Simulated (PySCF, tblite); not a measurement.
# C4H6BN3S: geometry, infrared bands and NMR shifts

Wanted: the infrared bands and NMR shifts of C4H6BN3S (`C=C(C#N)C(=S)NBN`), by calculation.

Computed with tblite 0.8.0 and PySCF 2.14.0, with density-fitted response routines of our own, on a single molecule in the gas phase. Atoms count from 0, in the outputs and in this text.

## (1) The starting structure

15 atoms, charge 0, multiplicity 1; geometry from: force field or distance geometry start.

Bonds of the start (Å): C0–C1 1.30, C1–C2 1.45, C2–N3 1.17, C1–C4 1.45, C4–S5 1.66, C4–N6 1.41, N6–B7 1.51, B7–N8 1.54, C0–H9 1.12, C0–H10 1.05, N6–H11 1.07, B7–H12 1.20, N8–H13 1.04, N8–H14 1.03.

## (2) Optimising the geometry with GFN2-xTB

The job: settings as JSON, then the geometry in Å.

```
{"job": {"kind": "relax", "xc": "GFN2-xTB", "basis": "xTB"}, "charge": 0, "multiplicity": 1}
C     -1.437600     1.132500    -0.581600
C     -1.585200    -0.012200     0.009200
C     -2.936800    -0.407700     0.349000
N     -4.040700    -0.704400     0.612300
C     -0.544900    -0.945600     0.400700
S     -1.030900    -2.340700     1.147800
N      0.843100    -0.805100     0.189000
B      1.546700     0.361600    -0.462800
N      2.991900     0.632100    -0.018400
H     -2.385800     1.689500    -0.770800
H     -0.556100     1.608600    -0.909000
H      1.479700    -1.594300     0.532700
H      1.400200     0.442600    -1.646300
H      2.903600     1.234600     0.829000
H      3.348400    -0.283500     0.297300
```

On the command line:

```
OMP_NUM_THREADS=1 python probes_run.py task.json out
```

This one command runs all jobs of the session in turn.

**Question.** This job is followed by: GFN2-xTB harmonic vibrations, gas phase; GIAO PBE0/pcSseg-1 NMR shielding, non-relativistic, gas phase. Predict these results of the whole session: strongest single infrared mode (GFN2-xTB); zero-point energy (GFN2-xTB); ¹³C shifts against TMS (PBE0/pcSseg-1); ¹H shifts against TMS (PBE0/pcSseg-1, means over atoms taken as alike); ¹⁵N shifts against NH3 (PBE0/pcSseg-1); ³³S shifts against CS2 (PBE0/pcSseg-1); ¹¹B shifts against BF3·OEt2 (PBE0/pcSseg-1).

The runs gave:

| quantity | value |
| --- | --- |
| strongest single infrared mode (GFN2-xTB) | 1439 cm⁻¹, 1010 km/mol |
| zero-point energy (GFN2-xTB) | 64.7 kcal/mol |
| ¹³C shifts against TMS (PBE0/pcSseg-1) | 213.9, 137.6, 129.8, 121.7 ppm |
| ¹H shifts against TMS (PBE0/pcSseg-1, means over atoms taken as alike) | 7.94, 6.32, 5.74, 4.63, 3.32 ppm |
| ¹⁵N shifts against NH3 (PBE0/pcSseg-1) | 318.7, 203.1, 88.2 ppm |
| ³³S shifts against CS2 (PBE0/pcSseg-1) | 530 ppm |
| ¹¹B shifts against BF3·OEt2 (PBE0/pcSseg-1) | 22.2 ppm |

Relaxing lowered the energy by 2.148 eV in 150 steps; the close pair that moved most is B7–N8, from 1.536 to 1.384 Å. All 39 modes are real, so the xTB geometry is a minimum. The strongest single mode, at 1439 cm⁻¹, is carried by N6, C4, H11, B7. Unscaled tight-binding wavenumbers are off by several per cent, some by more. Its intensities can rank the bands wrongly. At PBE0/pcSseg-1: Shielding is most anisotropic at S5 (span 1141 ppm, paramagnetic term -1082 ppm).
